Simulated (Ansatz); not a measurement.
# CH5ClFNOSi: the cost of one run

Method: RKS revPBE/def2-SVP, in Ansatz 0.2.0.

## 1. The structure to begin with

Bond lengths: N1–Si2 1.691 Å, Si2–Cl3 2.062 Å, Si2–C4 1.904 Å, C4–O5 1.428 Å, C4–F6 1.422 Å, N1–H7 0.985 Å, N1–H8 1.064 Å, Si2–H9 1.466 Å, C4–H10 1.027 Å, O5–H11 1.010 Å. Angles (14 of 16 angles, heavy atoms first): N1–Si2–Cl3 108.8°, N1–Si2–C4 115.8°, Cl3–Si2–C4 110.0°, Si2–C4–O5 115.4°, Si2–C4–F6 105.9°, O5–C4–F6 101.5°, N1–Si2–H9 105.3°, Cl3–Si2–H9 108.8°, C4–Si2–H9 107.9°, Si2–N1–H7 109.9°, Si2–N1–H8 104.0°, Si2–C4–H10 114.5°, O5–C4–H10 110.6°, F6–C4–H10 107.7°.

Coordinates:

```xyz
11

N    -1.1200   -1.1744   -0.9836
Si    0.2867   -0.2360   -0.9488
Cl    0.2021    1.1447   -2.4785
C     0.6579    0.6401    0.7003
O     0.5506   -0.1779    1.8661
F    -0.4064    1.5613    0.9009
H    -1.1683   -1.7346   -0.1753
H    -1.9055   -0.4629   -0.8930
H     1.3831   -1.1718   -1.2182
H     1.5368    1.1712    0.7120
H     0.0485    0.3835    2.5388
```

## 2. End point A

input.yaml reads:

```yaml
crystal:
  periodic: [false, false, false]
  atoms:
    - { symbol: "N", position_ang: [-1.12, -1.1744, -0.9836] }
    - { symbol: Si, position_ang: [0.2867, -0.236, -0.9488] }
    - { symbol: Cl, position_ang: [0.2021, 1.1447, -2.4785] }
    - { symbol: C, position_ang: [0.6579, 0.6401, 0.7003] }
    - { symbol: O, position_ang: [0.5506, -0.1779, 1.8661] }
    - { symbol: F, position_ang: [-0.4064, 1.5613, 0.9009] }
    - { symbol: H, position_ang: [-1.1683, -1.7346, -0.1753] }
    - { symbol: H, position_ang: [-1.9055, -0.4629, -0.893] }
    - { symbol: H, position_ang: [1.3831, -1.1718, -1.2182] }
    - { symbol: H, position_ang: [1.5368, 1.1712, 0.712] }
    - { symbol: H, position_ang: [0.0485, 0.3835, 2.5388] }
basis:
  gaussian: { orbitals: def2-SVP }
hamiltonian:
  xc: revpbe
relax:
  f_tol: 0.015
  max_steps: 40
```

Launch:

```bash
> ansatz run input.yaml --threads 2 --pin off --max-ram 3072MiB --backend cpu --events-out ev --progress --plain --runs-dir out
```

What time and memory should one allow on 2 threads of Arm Neoverse V2, shared host?

About 89 s, with a peak of 0.21 GiB.
